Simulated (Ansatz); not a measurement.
**Selenium, omega (AlB2-type) under PBEsol: structure, energy and stiffness**

Aim: take selenium in the omega (AlB2-type) structure, relax it, solve it on a dense k-mesh, then scale the cell to 7 volumes from 88 to 112 % of the relaxed one and try a fit of the equation of state. Spin polarisation is left out. The k-meshes are 7×7×10 for the relaxation; 10×10×13 for the dense run; 9×9×11 for the volumes.

Method: DFT PBEsol, plane waves (420 eV) with PAW, scalar-relativistic; the PAW data stem from PBE, with regenerated cores, in Ansatz 0.2.0.

### 1 The system as given

It takes space group P6/mmm (No. 191, hexagonal). Conventional cell: a = 4.976 Å, b = 4.976 Å, c = 3.051 Å, α = 90.00°, β = 90.00°, γ = 120.00°. Se (site symmetry 6/mmm) has 14 Se at 3.05 to 3.25 Å as nearest neighbours. Se (site symmetry -6m2) has 11 Se at 2.87 to 3.25 Å as nearest neighbours.

As a file:

```cif
data_structure
_symmetry_space_group_name_H-M 'P 1'
_symmetry_Int_Tables_number 1
_cell_length_a 4.9764
_cell_length_b 4.9764
_cell_length_c 3.0506
_cell_angle_alpha 90.000
_cell_angle_beta 90.000
_cell_angle_gamma 120.000
_cell_volume 65.43
loop_
_atom_site_label
_atom_site_type_symbol
_atom_site_fract_x
_atom_site_fract_y
_atom_site_fract_z
_atom_site_occupancy
Se1 Se 0.00000 0.00000 0.00000 1
Se2 Se 0.33333 0.66667 0.50000 1
Se3 Se 0.66667 0.33333 0.50000 1
```

### 2 Relaxing cell and atoms

The input, input.yaml:

```yaml
crystal:
  lattice:
    - [4.9764452362, 0.0, 0.0]
    - [-2.4882226181, 4.3097279951, 0.0]
    - [0.0, 0.0, 3.0505609298]
  atoms:
    - { symbol: Se, position: [0.0, 0.0, 0.0] }
    - { symbol: Se, position: [0.3333333333, 0.6666666667, 0.5] }
    - { symbol: Se, position: [0.6666666667, 0.3333333333, 0.5] }
hamiltonian:
  xc: pbesol
  pseudopotentials:
    kind: paw
    azcp:
      Se: "pseudopotentials/Se.paw.azcp"
basis:
  ecutwfc: 420
  fft_grid_basis: typed
kpoints:
  mp_grid: { grid: [7, 7, 10], shift: [0, 0, 0] }
magnetization:
  spin_polarized: false
scf:
  occupations: { method: fermi_dirac, width: 0.1 }
relax:
  max_steps: 60
  f_tol: 0.01
  cell: {}
```

After this run come: Dense single point; Volume × 0.88; Volume × 0.92; Volume × 0.96; Volume × 1.0; Volume × 1.04; Volume × 1.08; Volume × 1.12.

**Question.** What will these runs give? Wanted: space group; conventional cell; volume; shortest distance; gap on the mesh; relative to trigonal; highest ELF outside the cores; V₀, B₀, B₀′.

The runs gave:

| quantity | value |
| --- | --- |
| space group (spins left aside) | P6/mmm (No. 191) |
| conventional cell | a = 4.676 Å, c = 3.133 Å (c/a = 0.670) |
| volume | 19.779 Å³/atom |
| shortest distance | 2.700 Å |
| gap on the mesh | none (levels filled in part) |
| relative to trigonal (grey) selenium | +500 meV/atom |
| highest ELF outside the cores | 0.83, 0.78 Å from the nearest atom |
| V₀, B₀, B₀′ | 19.732 Å³/atom, 82 GPa, 4.6 |

From the guessed start the volume shrank by 9.3 % in 12 steps. Against the reference form of selenium (trigonal (grey) selenium, computed apart with the same settings) it stands 500 meV/atom higher, so it is far from stable. Levels at the Fermi energy are filled in part, as in a metal. B₀ comes out at 82 GPa; letting shape and positions relax at each volume could only lower it. The symmetry was held, so the structure may be unstable against distortions that break it.
